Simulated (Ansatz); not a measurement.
# SbP: the cost of one run

Method: DFT r2SCAN, scalar-relativistic, plane waves, PAW, in Ansatz 0.2.0.

1 further run of the same task is left out (it didn't finish).

**1. The system as given**

It takes space group F-43m (No. 216, cubic). The conventional cell has a = 5.863 Å, b = 5.863 Å, c = 5.863 Å, α = 90.00°, β = 90.00°, γ = 90.00°. Sb (site symmetry -43m) has 4 P at 2.54 Å as nearest neighbours. P (site symmetry -43m) has 4 Sb at 2.54 Å as nearest neighbours.

As a file:

```cif
data_structure
_symmetry_space_group_name_H-M 'P 1'
_symmetry_Int_Tables_number 1
_cell_length_a 4.1455
_cell_length_b 4.1455
_cell_length_c 4.1455
_cell_angle_alpha 60.000
_cell_angle_beta 60.000
_cell_angle_gamma 60.000
_cell_volume 50.37
loop_
_atom_site_label
_atom_site_type_symbol
_atom_site_fract_x
_atom_site_fract_y
_atom_site_fract_z
_atom_site_occupancy
Sb1 Sb 0.00000 0.00000 0.00000 1
P1 P 0.75000 0.75000 0.75000 1
```

This is candidate A: zinc blende type (F-43m, No. 216).

(A quick probe on a coarse mesh, which set the mesh and smearing, is not shown.)

**3. A loose first relaxation (candidate A)**

File input.yaml:

```yaml
crystal:
  lattice:
    - [0.0, 2.9312865757, 2.9312865757]
    - [2.9312865757, 0.0, 2.9312865757]
    - [2.9312865757, 2.9312865757, 0.0]
  atoms:
    - { symbol: Sb, position: [0.0, 0.0, 0.0] }
    - { symbol: P, position: [0.75, 0.75, 0.75] }
basis:
  ecutwfc: 500
kpoints:
  mp_grid: { grid: [6, 6, 6] }
hamiltonian:
  xc: r2scan
scf:
  occupations: { method: gaussian, width: 0.1 }
  lower_state_search: "off"
output:
  forces: true
  stress: true
  eigenvalues: true
relax:
  adjacent_minimum: "off"
  f_tol: 0.04
  max_steps: 70
  cell: { stress_tol: 0.4 }
```

Started as:

```
$ ansatz run input.yaml --threads 1 --pin off --max-ram 2560MiB --backend cpu --events-out ev --progress --plain --runs-dir out
```

What time and memory should one allow on 1 thread of AMD EPYC 9B45 (Zen 5), shared host?

About 8 s, with a peak of 0.57 GiB.
